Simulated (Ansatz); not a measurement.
What does this script print? It uses the Ansatz DFT code, driven from Python.

The script reads `au.cif`:
```cif
data_Au
_cell_length_a 2.815489
_cell_length_b 2.820209
_cell_length_c 5.190945
_cell_angle_alpha 103.14122
_cell_angle_beta 102.66246
_cell_angle_gamma 90.26320
_symmetry_space_group_name_H-M 'P 1'
_symmetry_Int_Tables_number 1
loop_
_symmetry_equiv_pos_as_xyz
'x, y, z'
loop_
_atom_site_label
_atom_site_type_symbol
_atom_site_fract_x
_atom_site_fract_y
_atom_site_fract_z
Au1 Au    0.327138    0.334038    0.725945
Au2 Au    0.672862    0.665962    0.274055
```

`au_edit.py`:
```python
"""Keys set on an Input object, for Au."""

import ansatz
from ase.io import read

atoms = read("au.cif")
xtal = ansatz.Crystal.from_ase(atoms)

base = (
    xtal.calculation()
    .functional("pbesol")
    .pseudopotentials("paw")
    .basis(550)
    .kpoints(11, 11, 6)  # sampling of the Brillouin zone
    .occupations("fermi_dirac")
    .band_table()
)
typed = base.input()
rows = []
for value in [2, 5, 10]:
    edited = typed.set(ansatz.key.scf.mixing.ndim, value)
    rep = ansatz.Session.from_dict(edited).plan().execute().report
    rows.append((value, rep["free_energy_ev"], rep["n_iterations"], len(rep["eigenvalues_ev"][0]) if "eigenvalues_ev" in rep else 0))
print("       history            F eV      iterations    bands listed")
for row in rows:
    print(f"{str(row[0]):>14s}  {row[1]:14.5f}  {row[2]:14d}  {row[3]:14d}")
print(edited.to_yaml())
```

```console
$ python au_edit.py
       history            F eV      iterations    bands listed
             2    -26013.84043               7              23
             5    -26013.84043               7              23
            10    -26013.84043               7              23
crystal:
  lattice:
    - [2.815489, 0.0, 0.0]
    - [-0.012955167108261622, 2.8201792438294055, 0.0]
    - [-1.1378914302262415, -1.185411102154679, 4.924013972861075]
  atoms:
    - { symbol: Au, position: [0.327138, 0.334038, 0.725945] }
    - { symbol: Au, position: [0.6728619999999998, 0.6659619999999999, 0.274055] }
basis:
  ecutwfc: 550.0
kpoints:
  mp_grid:
    grid: [11, 11, 6]
hamiltonian:
  xc: pbesol
  pseudopotentials:
    kind: paw
scf:
  occupations:
    method: fermi_dirac
  mixing:
    ndim: 10
output:
  eigenvalues: true
```

Reading the output:
- Absolute energies stand on the zero of these potentials, so only differences at equal settings mean something. A total without «per atom» is that of the whole cell that was run.
- For a metal this k-point mesh is coarse: on a finer one energies can move by several to tens of meV an atom and pressures by half a GPa or more, differences at one mesh by less.
- Within a few hundredths of an angstrom the cell has the higher group C2/m; the lower one is a small distortion.
- Spin-orbit coupling, which matters for elements this heavy, is left out.
- This isn't the structure that Au takes at ambient conditions.
- Finished in 39 s on 1 thread of Arm Neoverse V2 (shared host), peak memory 0.7 GiB.
